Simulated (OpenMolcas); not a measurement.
# Ne³⁺: CASSCF and CASPT2 terms and fine-structure levels

Aim: the low terms and levels of Ne³⁺, with their order and spacing, then second-order correlation under several settings.

The numbers are computed with OpenMolcas 26.06 (state-averaged CASSCF and CASPT2, spin-orbit coupling by RASSI with atomic mean-field integrals), except any that are marked as measured or tabulated.

## Step 1: What is computed

* Species: Ne³⁺ (neon, Z = 10, 7 electrons)
* Basis: ANO-R1 [3s2p1d], 14 functions
* Scalar Hamiltonian: X2C, finite nucleus
* Inactive shells: 1s
* Active space: 5 electrons in 4 orbitals (2s 2p)
* Some configurations of this space: 2p5, 2s 2p4, 2s2 2p3
* Orbitals: optimised for each spin and parity, averaged over the low roots

The outer shells:

2p5
```
2p [↑↓][↑↓][↑ ]
```

2s 2p4
```
2s [↑ ]
2p [↑↓][↑ ][↑ ]
```

2s2 2p3
```
2s [↑↓]
2p [↑ ][↑ ][↑ ]
```

Each step is its own input file, run in one work folder so that later steps find the files of earlier ones. Labels, J, g values, rates, χT and fits are worked out afterwards by a script from the matrices that RASSI stores.

## Step 2: One- and two-electron integrals

Contents of a.inp:

```
&GATEWAY
Coord
1

Ne 0.0 0.0 0.0
Basis=ANO-R1
Group=XYZ
NoMove
AngMom=0.0 0.0 0.0
AMFI
&SEWARD
```

Launch:

```console
$ OMP_NUM_THREADS=1 MOLCAS_MEM=1689 MOLCAS_PROJECT=a pymolcas a.inp > a.log
```

## Step 3: Reference wave functions, quartets of odd parity, 1 root

Contents of a.inp:

```
&RASSCF
FileOrb=start.orb
Symmetry=2
Spin=4
nActEl=5 0 0
Inactive=1 0
Ras2=1 3
CIRoot=1 1 1
SDav=1
CIMx=300
Iter=120 100
PrWF=0.3
OrbListing=Nothing
MaxOrb=0
Atom
>>> COPY $Project.JobIph JOB001
```

start.orb holds the contracted functions of the basis, ordered by shell, or the orbitals of the step before.

## Step 4: CASSCF: doublets of odd parity, 8 roots

Contents of a.inp:

```
&RASSCF
FileOrb=start.orb
Symmetry=2
Spin=2
nActEl=5 0 0
Inactive=1 0
Ras2=1 3
CIRoot=8 8 1
SDav=11
CIMx=300
Iter=120 100
PrWF=0.3
OrbListing=Nothing
MaxOrb=0
Atom
>>> COPY $Project.JobIph JOB002
```

## Step 5: Reference wave functions, quartets of even parity, 3 roots

Contents of a.inp:

```
&RASSCF
FileOrb=start.orb
Symmetry=1
Spin=4
nActEl=5 0 0
Inactive=1 0
Ras2=1 3
CIRoot=3 3 1
SDav=3
CIMx=300
Iter=120 100
PrWF=0.3
OrbListing=Nothing
MaxOrb=0
Atom
>>> COPY $Project.JobIph JOB003
```

## Step 6: CASSCF: doublets of even parity, 6 roots

Contents of a.inp:

```
&RASSCF
FileOrb=start.orb
Symmetry=1
Spin=2
nActEl=5 0 0
Inactive=1 0
Ras2=1 3
CIRoot=6 6 1
SDav=9
CIMx=300
Iter=120 100
PrWF=0.3
OrbListing=Nothing
MaxOrb=0
Atom
>>> COPY $Project.JobIph JOB004
```

## Step 7: RASSI: spin-orbit coupling between the states

Contents of a.inp:

```
&RASSI
NrOfJobIphs=4 1 8 3 6
1
1 2 3 4 5 6 7 8
1 2 3
1 2 3 4 5 6
IphNames
JOB001
JOB002
JOB003
JOB004
EJob
SpinOrbit
DIPRint=1.0
SOCoupling=1000.0
Subsets=2
MEES
Property=10
'ANGMOM' 1 'ANGMOM' 2 'ANGMOM' 3 'MLTPL  1' 1 'MLTPL  1' 2 'MLTPL  1' 3
'AMFI' 1 'AMFI' 2 'AMFI' 3 'MLTPL  2' 6
SOProperty=3
'ANGMOM' 1 'ANGMOM' 2 'ANGMOM' 3
```

## Step 8: CASPT2: IPEA 0.25, imaginary shift 0.1 (closed shells correlated: 1s)

Contents of a.inp:

```
>>> COPY JOB001 $Project.JobIph
&CASPT2
Multistate=1 1
Frozen=0 0
IPEA=0.25
Imaginary=0.1
MaxIter=60
WThr=0.0 0.3 0.05
PrWF=0.5
NoMix
>>> COPY JOB002 $Project.JobIph
&CASPT2
Multistate=8 1 2 3 4 5 6 7 8
Frozen=0 0
IPEA=0.25
Imaginary=0.1
MaxIter=60
WThr=0.0 0.3 0.05
PrWF=0.5
NoMix
>>> COPY JOB003 $Project.JobIph
&CASPT2
Multistate=3 1 2 3
Frozen=0 0
IPEA=0.25
Imaginary=0.1
MaxIter=60
WThr=0.0 0.3 0.05
PrWF=0.5
NoMix
>>> COPY JOB004 $Project.JobIph
&CASPT2
Multistate=6 1 2 3 4 5 6
Frozen=0 0
IPEA=0.25
Imaginary=0.1
MaxIter=60
WThr=0.0 0.3 0.05
PrWF=0.5
NoMix
```

## Step 9: CASPT2: IPEA 0.25, real shift 0.2 (closed shells correlated: 1s)

a.inp, as its differences from that of step 8:

```diff
@@ -5,3 +5,3 @@
 IPEA=0.25
-Imaginary=0.1
+Shift=0.2
 MaxIter=60
@@ -15,3 +15,3 @@
 IPEA=0.25
-Imaginary=0.1
+Shift=0.2
 MaxIter=60
@@ -25,3 +25,3 @@
 IPEA=0.25
-Imaginary=0.1
+Shift=0.2
 MaxIter=60
@@ -35,3 +35,3 @@
 IPEA=0.25
-Imaginary=0.1
+Shift=0.2
 MaxIter=60
```

(Steps that only read results are left out.)

Q: Predict the outcome of this session. Wanted: lowest level; first excited level; spin-orbit lowering of the lowest level; strongest of the lines computed, by gA, at SS-CASPT2 energies.

As calculated:

| quantity | value |
| --- | --- |
| method | SS-CASPT2, IPEA 0.25, imaginary shift 0.1 (closed shells correlated: 1s) |
| lowest level | 2s2 2p3 4S* 3/2, 100 % of that term, g = 2.002 |
| ground level listed by NIST | 4S°3/2 |
| first excited level | 2s2 2p3 2D* 3/2 at 43680 cm-1 |
| spin-orbit lowering of the lowest level | 7.5 cm-1 |
| strongest of the lines computed, by gA, at SS-CASPT2 energies | 2s 2p4 2D 5/2 → 2s2 2p3 2D* 5/2, 47.73 nm, A = 5.38e+09 s⁻¹ |

What each method costs and misses:

| method | time of its own steps | time with the reference | mean absolute difference from the measured levels (cm-1) |
| --- | --- | --- | --- |
| A. CASSCF | 8 s | 8 s | 1900 |
| B. SS-CASPT2, IPEA 0.25, imaginary shift 0.1, +1s | 1.4 s | 9.4 s | 2700 |
| C. SS-CASPT2, IPEA 0.25, real shift 0.2, +1s | 1.4 s | 9.4 s | 2700 |

Times are of one thread on a shared host.

In words: Second-order correlation (method B) scales the levels of the lowest configuration above 5000 cm⁻¹ by 0.96 to 1.03. Method A lies closest to the measured levels (1900 cm⁻¹ on average) and B farthest (2700). Only the configurations of the active space and the roots asked for are present. Not all states of the active space went into the spin-orbit step. CASPT2 does not keep the components of a term degenerate, and the means are used. The basis is small and contracted for the neutral atom, so it is rough for this charge. Only valence configurations of the active space appear, up to the ionisation limit; * or ° marks odd parity.
